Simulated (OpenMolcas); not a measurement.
**Au⁶⁺ among point charges: CASSCF and CASPT2 levels and susceptibility**

Aim: the splitting of the states of Au⁶⁺ in the field of 8 point charges, its lowest levels with spin-orbit coupling and its magnetic susceptibility.

Method: state-averaged CASSCF and CASPT2, spin-orbit coupling by RASSI with atomic mean-field integrals. Code: OpenMolcas 26.06.

## 1. What is computed

```
Species                           : Au⁶⁺ (gold, Z = 79, 73 electrons)
Basis                             : ANO-RCC-VTZP [8s7p5d3f1g], 84 functions
Scalar Hamiltonian                : DKH2, point nucleus
Inactive shells                   : 1s 2s 2p 3s 3p 3d 4s 4p 4d 4f 5s 5p
Active space                      : 5 electrons in 5 orbitals (5d)
Some configurations of this space : 5d⁵
Orbitals                          : optimised for each spin and parity, averaged over all roots
```

The outer shells:

5d5
```
5d [↑ ][↑ ][↑ ][↑ ][↑ ]
```

The ion sits among 8 point charges of -0.6 e arranged as a cube (Oh), 2.26 Å from the ion.

Each step is its own input file, run in one work folder so that later steps find the files of earlier ones. Labels, J, g values, rates, χT and fits are worked out afterwards by a script from the matrices that RASSI stores. The input lists half of the charges; inversion (Group=XYZ) makes the rest.

## 2. Basis and integrals

The input, a.inp:

```
&GATEWAY
Coord
1

Au 0.0 0.0 0.0
Basis=ANO-RCC-VTZP
Group=XYZ
NoMove
AngMom=0.0 0.0 0.0
AMFI
XField
4 Angstrom 0
1.304812 1.304812 1.304812 -0.600000
1.304812 1.304812 -1.304812 -0.600000
1.304812 -1.304812 1.304812 -0.600000
1.304812 -1.304812 -1.304812 -0.600000
&SEWARD
```

Run with:

```console
$ OMP_NUM_THREADS=1 MOLCAS_MEM=1689 MOLCAS_PROJECT=a pymolcas a.inp > a.log
```

## 3. Reference wave functions, sextets of even parity, 1 root

The input, a.inp:

```
&RASSCF
FileOrb=start.orb
Symmetry=1
Spin=6
nActEl=5 0 0
Inactive=15 19
Ras2=5 0
CIRoot=1 1 1
SDav=1
CIMx=300
Iter=120 100
PrWF=0.3
OrbListing=Nothing
MaxOrb=0
>>> COPY $Project.JobIph JOB001
```

start.orb holds the contracted functions of the basis, ordered by shell, or the orbitals of the step before.

## 4. Reference wave functions, quartets of even parity, 24 roots

The input, a.inp:

```
&RASSCF
FileOrb=start.orb
Symmetry=1
Spin=4
nActEl=5 0 0
Inactive=15 19
Ras2=5 0
CIRoot=24 24 1
SDav=24
CIMx=300
Iter=120 100
PrWF=0.3
OrbListing=Nothing
MaxOrb=0
>>> COPY $Project.JobIph JOB002
```

## 5. Reference wave functions, doublets of even parity, 75 roots

The input, a.inp:

```
&RASSCF
FileOrb=start.orb
Symmetry=1
Spin=2
nActEl=5 0 0
Inactive=15 19
Ras2=5 0
CIRoot=75 75 1
SDav=75
CIMx=300
Iter=120 100
PrWF=0.3
OrbListing=Nothing
MaxOrb=0
>>> COPY $Project.JobIph JOB003
```

## 6. State interaction with spin-orbit coupling

The input, a.inp:

```
&RASSI
NrOfJobIphs=3 1 24 75
1
1 2 3 4 5 6 7 8 9 10 11 12 13 14 15 16 17 18 19 20 21 22 23 24
1 2 3 4 5 6 7 8 9 10 11 12 13 14 15 16 17 18 19 20 21 22 23 24 25 26 27
28 29 30 31 32 33 34 35 36 37 38 39 40 41 42 43 44 45 46 47 48 49 50 51
52 53 54 55 56 57 58 59 60 61 62 63 64 65 66 67 68 69 70 71 72 73 74 75
IphNames
JOB001
JOB002
JOB003
EJob
SpinOrbit
DIPRint=1.0
SOCoupling=1000.0
Subsets=2
Property=9
'ANGMOM' 1 'ANGMOM' 2 'ANGMOM' 3 'MLTPL  1' 1 'MLTPL  1' 2 'MLTPL  1' 3
'AMFI' 1 'AMFI' 2 'AMFI' 3
SOProperty=3
'ANGMOM' 1 'ANGMOM' 2 'ANGMOM' 3
```

## 7. CASPT2: IPEA 0.25, imaginary shift 0.1 (closed shells correlated: 5s 5p)

The input, a.inp:

```
>>> COPY JOB001 $Project.JobIph
&CASPT2
Multistate=1 1
Frozen=14 16
IPEA=0.25
Imaginary=0.1
MaxIter=60
WThr=0.0 0.3 0.05
PrWF=0.5
NoMix
>>> COPY JOB002 $Project.JobIph
&CASPT2
Multistate=24 1 2 3 4 5 6 7 8 9 10 11 12 13 14 15 16 17 18 19 20 21 22
23 24
NoMult
Frozen=14 16
IPEA=0.25
Imaginary=0.1
MaxIter=60
WThr=0.0 0.3 0.05
PrWF=0.5
NoMix
>>> COPY JOB003 $Project.JobIph
&CASPT2
Multistate=75 1 2 3 4 5 6 7 8 9 10 11 12 13 14 15 16 17 18 19 20 21 22
23 24 25 26 27 28 29 30 31 32 33 34 35 36 37 38 39 40 41 42 43 44 45 46
47 48 49 50 51 52 53 54 55 56 57 58 59 60 61 62 63 64 65 66 67 68 69 70
71 72 73 74 75
NoMult
Frozen=14 16
IPEA=0.25
Imaginary=0.1
MaxIter=60
WThr=0.0 0.3 0.05
PrWF=0.5
NoMix
```

(Steps that only read results are left out.)

Before running it: what results should come out? Wanted: spin-free ground state; lowest level; next level.

**Answer**, as computed:

| quantity | value |
| --- | --- |
| method | SS-CASPT2, IPEA 0.25, imaginary shift 0.1 (closed shells correlated: 5s 5p) |
| spin-free ground state | 6A1, 1-fold in its orbital part |
| lowest level | 4-fold Γ8 |
| next level | 45.1 cm⁻¹ |
| χT at 300 K | 3.85 cm³ K/mol |
| effective moment at 300 K | 5.55 μB |

Cost by method:

```
                                              method  time of its own steps  time with the reference
                                           A. CASSCF                   23 s                     23 s
B. SS-CASPT2, IPEA 0.25, imaginary shift 0.1, +5s 5p                   16 s                     39 s
```

Times are of one thread on a shared host.

**Reading.** The spin-free ground state (6A1) comes to 100 % from free-ion S terms and keeps the highest spin of the shell. χT at 300 K is 3.85, against 4.39 cm³ K/mol for the spin alone, so spin-orbit coupling lowers it. An active space of the d shell alone favours high spin; real ions in strong fields can be low spin. A ligand-field fit to the states below 45000 cm-1 gives 10Dq = 1709 cm-1, B = 759 cm-1 and C = 4216 cm-1 (C/B = 5.55), with a deviation of 224 cm-1. CASPT2 does not keep the components of a term degenerate, and the means are used. The field of point charges can differ much from that of real complexes. With metal d orbitals alone active, the gaps between spin states are rough; where two lie within a few thousand cm-1, their order is open. This is an electrostatic model: the charges have no orbitals.
